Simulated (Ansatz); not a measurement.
# SbH3+ (doublet): wave-function methods side by side, def2-TZVPP

An exercise on one series of results from a longer session: the logs are not shown, and one member is left open.

Computed with Ansatz 0.2.0, Gaussian basis. Level: def2-TZVPP, core rule «outside noble gas», up to 9 orbitals frozen.

The runs, in order: UHF; CCSD(T) on ROHF; CCSD(T) on UHF; BCCD(T) on ROHF; CCSDT(Q) on ROHF; CCSDT(Q) on UHF; CASSCF and MRCISD+Q, 7 electrons in 7 orbitals; CASSCF and NEVPT2, 7 electrons in 7 orbitals.

2 further runs of the same task are left out: 2 set aside as unsound or not needed.

## What is computed

The geometry is a PBE0/def2-TZVP stationary point (not a proven minimum). No spin-orbit coupling is included. Elements past krypton take def2 core potentials.

4 atoms, charge 1, spin multiplicity 2.

Atoms are counted from 1 here; the program's logs count them from 0.

Bond lengths: Sb1–H2 1.676 Å, Sb1–H3 1.676 Å, Sb1–H4 1.676 Å. Angles: H2–Sb1–H3 110.3°, H2–Sb1–H4 110.3°, H3–Sb1–H4 110.3°.

Coordinates:

```xyz
4
H3Sb
Sb    0.00004   -0.00002   -0.01296
H     1.58728    0.01349    0.52645
H    -0.80695    1.37011    0.51811
H    -0.78470   -1.38168    0.52154
```

Set-up of the first run:

The input, in.yaml:

```yaml
crystal:
  periodic: [false, false, false]
  atoms:
    - {symbol: Sb, position_ang: [0.000036, -0.000016, -0.012964]}
    - {symbol: H, position_ang: [1.587283, 0.013487, 0.526454]}
    - {symbol: H, position_ang: [-0.806950, 1.370107, 0.518114]}
    - {symbol: H, position_ang: [-0.784704, -1.381681, 0.521537]}
basis:
  gaussian: {orbitals: def2-TZVPP}
total_charge: 1
magnetization: {spin_polarized: true, initial_magnetization: 1}
hamiltonian: {xc: hf}
output: {orbitals: {seedname: orbitals}}
```

Run with:

```
ansatz run in.yaml --threads 1 --pin off --events-out ev --progress --plain --max-ram 4096MiB --backend cpu
```

Steps of the session up to this table: UHF; CCSD(T) on ROHF; CCSD(T) on UHF; BCCD(T) on ROHF; CCSDT(Q) on ROHF; CCSDT(Q) on UHF; CASSCF and MRCISD+Q, 7 electrons in 7 orbitals; CASSCF and NEVPT2, 7 electrons in 7 orbitals.

One table of the session follows, with a row left open; its other results are not shown here.

It belongs to the step «Misses and costs». 

| method | from UCCSDT(Q) (meV) |
| --- | --- |
| ROHF | +3836.4 |
| UHF | +3780.2 |
| RMP2 | +811.8 |
| UMP2 | +801.8 |
| RCCSD | +121.9 |
| UCCSD | +112.5 |
| RCCSD(T) | +30.9 |
| UCCSD(T) | +22.3 |
| BCCD(T) | +30.4 |
| RCCSDT | +10.9 |
| UCCSDT | +2.2 |
| RCCSDT(Q) | +8.8 |
| UCCSDT(Q) | 0 |
| CASSCF valence | +2435.8 |
| NEVPT2 valence | +661.3 |
| MRCISD valence | +119.2 |
| MRCISD+Q valence | ? |

**Question.** Estimate the row for MRCISD+Q valence.

**Answer.** from UCCSDT(Q) (meV): +16.6. In the column «from UCCSDT(Q) (meV)» it lies between RCCSDT (+10.9) and UCCSD(T) (+22.3).

Limits of these values: Restricted and unrestricted rows rest on different reference determinants; where their highest levels disagree by more than a few hundredths of an eV, they describe different states and don't form one ladder.
